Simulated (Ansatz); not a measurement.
# C3H3F2NO: two torsions

Program: Ansatz 0.2.0. Level of theory: RKS PBE0-D4/def2-SVP. These are calculated values, not measurements.

## 1. Where the work starts

10 atoms, charge 0, spin multiplicity 1.

Atoms are counted from 1 here; the program's logs count them from 0.

Bond lengths: N1–C2 1.360 Å, N1–H8 1.022 Å, N1–H9 1.021 Å, C2–C3 1.335 Å, C2–C5 1.511 Å, C3–F4 1.337 Å, C3–C5 1.455 Å, C5–O6 1.392 Å, C5–F7 1.380 Å, O6–H10 0.974 Å. Angles: C2–N1–H8 117.3°, C2–N1–H9 116.3°, H8–N1–H9 114.0°, N1–C2–C3 153.5°, N1–C2–C5 145.1°, C3–C2–C5 61.1°, C2–C3–F4 145.5°, C2–C3–C5 65.4°, F4–C3–C5 149.1°, C2–C5–C3 53.5°, C2–C5–O6 125.2°, C2–C5–F7 118.2°, C3–C5–O6 127.5°, C3–C5–F7 121.8°, O6–C5–F7 104.1°, C5–O6–H10 106.8°.

Coordinates:

```xyz
10
C3H3F2NO
N    -0.5083   -0.3423    1.6753
C    -0.1584   -0.3358    0.3608
C    -0.2718   -0.7377   -0.9073
F    -0.8847   -1.5799   -1.7460
C     0.6561    0.3642   -0.7019
O     0.4962    1.6911   -1.0896
F     2.0235    0.1751   -0.7072
H    -0.9790   -1.1775    2.0303
H     0.1665    0.0629    2.3258
H    -0.4570    1.8288   -1.2373
```

This geometry comes from a loose relaxation at PBE in a small basis, which is not shown.

## 3. The grid

First coordinate, dihedral C2–C5–O6–H10: 10 values from −180 to 144 °, periodic. Second coordinate, dihedral H8–N1–C2–C5: 10 values from −180 to 144 °, periodic.

Nothing else is relaxed (all other coordinates rigid). Energies count from the relaxed molecule at the same level. Points are written as (first, second).

(The set-up runs are not shown.)

## 4. The run at (144°, −180°)

Input file input.yaml:

```yaml
crystal:
  periodic: [false, false, false]
  atoms:
    - { symbol: "N", position_ang: [-0.497683, -0.348276, 1.66287] }
    - { symbol: C, position_ang: [-0.163568, -0.331232, 0.353996] }
    - { symbol: C, position_ang: [-0.167102, -0.8178, -0.87281] }
    - { symbol: F, position_ang: [-0.527597, -1.821388, -1.650212] }
    - { symbol: C, position_ang: [0.470274, 0.467944, -0.738628] }
    - { symbol: O, position_ang: [0.011167, 1.680988, -1.201457] }
    - { symbol: F, position_ang: [1.827011, 0.597379, -0.73939] }
    - { symbol: H, position_ang: [-0.960409, -1.175967, 2.017629] }
    - { symbol: H, position_ang: [0.157641, 0.07755, 2.305073] }
    - { symbol: H, position_ang: [0.777283, 2.219138, -1.424043] }
basis:
  gaussian: { orbitals: def2-SVP }
hamiltonian:
  xc: pbe0
  dispersion: d4
output:
  forces: true
```

Command:

```
> ansatz run input.yaml --threads 1 --pin off --max-ram 2560MiB --backend cpu --events-out ev --progress --plain --runs-dir out
```

Q: Estimate wall time and peak memory on 1 thread of Arm Neoverse V1, shared host.

About 5 s, with a peak of 0.23 GiB.
